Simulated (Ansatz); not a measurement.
# Pt (Im-3m): scan of the energy under strain from a Python script

Wanted for Pt (Im-3m): a scan of the energy under strain.

All numbers are computed with Ansatz 0.2.0 through its Python package. Level of theory: DFT LDA, plane waves, PAW.

**1. The structure**

Symmetry: Im-3m, No. 229, cubic system. The conventional cell has a = 3.168 Å, b = 3.168 Å, c = 3.168 Å, α = 90.00°, β = 90.00°, γ = 90.00°. Around Pt (site symmetry m-3m) lie 8 Pt at 2.74 Å.

The script holds or builds the structure itself.

**2. The script**

Contents of pt.py:

```python
"""Energy of Pt under biaxial strain, ions carried with the cell."""

import ansatz as az
import numpy as np

VECTORS = np.array([
    [-1.58422, 1.58422, 1.58422],
    [1.58422, -1.58422, 1.58422],
    [1.58422, 1.58422, -1.58422],
])
SITES = [
    ("Pt", (0.0, 0.0, 0.0)),
]


def make_crystal(cell):
    crystal = az.Crystal(lattice=az.Lattice.of(cell))
    for symbol, position in SITES:
        crystal = crystal.atom(symbol, position)
    return crystal

# clamped ions: the fractional positions stay as typed
values = np.linspace(-0.03, 0.03, 5)
energies = []
for d in values:
    strain = np.diag([d, d, 0])
    cell = VECTORS @ (np.eye(3) + strain)
    setup = (
        make_crystal(cell).calculation()
        .functional("LDA")
        .basis(420)
        .occupations(az.OccupationsMethod.GAUSSIAN, width=0.1)
        .kpoints(15, 15, 15)  # the mesh must be finer for metals
    )
    data = setup.run(threads=1, pin="off").report
    energies.append(data["free_energy_ev"] / len(SITES))
    print(f"d = {d:+.4f}  F = {energies[-1]:.5f} eV/atom")
energies = np.array(energies)

for value, e in zip(values, energies):
    print(f"strain {value:7.3f}   E - Emin = {1000 * (e - energies.min()):9.3f} meV/atom")
np.savetxt("strain.csv", np.column_stack([values, energies]), fmt="%.6f", delimiter=",", header="strain,energy_eV_per_atom")
curvature = 2 * np.polyfit(values, energies, 3)[1]
volume = abs(np.linalg.det(VECTORS)) / len(SITES)
print(f"d2E/dd2 over the volume: {curvature / volume * 160.21766:.1f} GPa")
```

**3. The calls as engine input**

The package turns the script's settings into the engine's input (first run):

```yaml
crystal:
  lattice:
    - [-1.5366933999999999, 1.5366933999999999, 1.58422]
    - [1.5366933999999999, -1.5366933999999999, 1.58422]
    - [1.5366933999999999, 1.5366933999999999, -1.58422]
  atoms:
    - { symbol: Pt, position: [0.0, 0.0, 0.0] }
basis:
  ecutwfc: 420.0
kpoints:
  mp_grid:
    grid: [15, 15, 15]
hamiltonian:
  xc: lda
scf:
  occupations:
    method: gaussian
    width: 0.1
```

**4. Running it**

Started as:

```bash
$ python pt.py
```

**Question.** How much energy does this biaxial strain cost, and what curvature follows?

The runs gave:

| quantity | value |
| --- | --- |
| curvature under the strain | 792.5 GPa |
| runs compared | 5 |
| range of energy | 184.26 meV/atom |
| lowest point, strain | -0.030 |

Against the unstrained cell the energy per atom changes by -56.81 meV at one end of the scan and +127.45 meV at the other, and its second derivative over the volume is 792.5 GPa. The minimum lies outside the range, as the cell stands under stress. Caveats:
- The run is spin-unpolarised.
- The curvature belongs to this strain pattern and to the cell's stress; it equals a single elastic constant only for simple patterns.
- In a metal a curvature from energy changes of a few meV or less hangs on mesh and smearing, in size and even in sign.
- Spin-orbit coupling, which matters for elements this heavy, is left out.
- This isn't the structure that Pt takes at ambient conditions.
- The ions keep their fractional positions (clamped ions). Whether this is the phase that is stable at ambient conditions was not tested.
